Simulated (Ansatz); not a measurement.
# MgO: the cost of one run

Computed with Ansatz 0.2.0 (DFT LDA, scalar-relativistic, plane waves, PAW, unless a step's input says otherwise).

The COD entry's cell or inner coordinates are ideal or old and differ from later refinements, so a difference from it is no clean test against experiment.

**1. The system as given**

It takes space group Fm-3m (No. 225, cubic). The conventional cell has a = 4.217 Å, b = 4.217 Å, c = 4.217 Å, α = 90.00°, β = 90.00°, γ = 90.00°. Mg (site symmetry m-3m) is surrounded by 6 O at 2.11 Å. O (site symmetry m-3m) is surrounded by 6 Mg at 2.11 Å.

Coordinates:

```
Mg O
1.0
     0.00000    2.10850    2.10850
     2.10850    0.00000    2.10850
     2.10850    2.10850    0.00000
Mg O
1 1
Direct
  0.00000 0.00000 0.00000
  0.50000 0.50000 0.50000
```

The structure rests on an entry of the Crystallography Open Database; cell or positions may have been set otherwise for this series.

**2. Relaxing cell and atoms: MgO, no spin**

Input file input.yaml:

```yaml
crystal:
  lattice:
    - [0.0, 2.1085, 2.1085]
    - [2.1085, 0.0, 2.1085]
    - [2.1085, 2.1085, 0.0]
  atoms:
    - { symbol: Mg, position: [0.0, 0.0, 0.0] }
    - { symbol: O, position: [0.5, 0.5, 0.5] }
scf:
  occupations: { method: fixed }
output:
  forces: true
  stress: true
  eigenvalues: true
  write_density: true
  write_potential: true
  elf: true
  volumetric_format: npy
hamiltonian:
  xc: lda
basis:
  ecutwfc: 700
kpoints:
  mp_grid: { grid: [10, 10, 10] }
relax:
  f_tol: 0.003
  max_steps: 80
  cell: { stress_tol: 0.05 }
```

Started as:

```sh
$ ansatz run input.yaml --threads 8 --pin off --max-ram 16384MiB --backend cpu --events-out ev --progress --plain --runs-dir out
```

What time and memory should one allow on 8 threads of Arm Neoverse N1, shared host?

About 2.5 s, with a peak of 0.31 GiB.
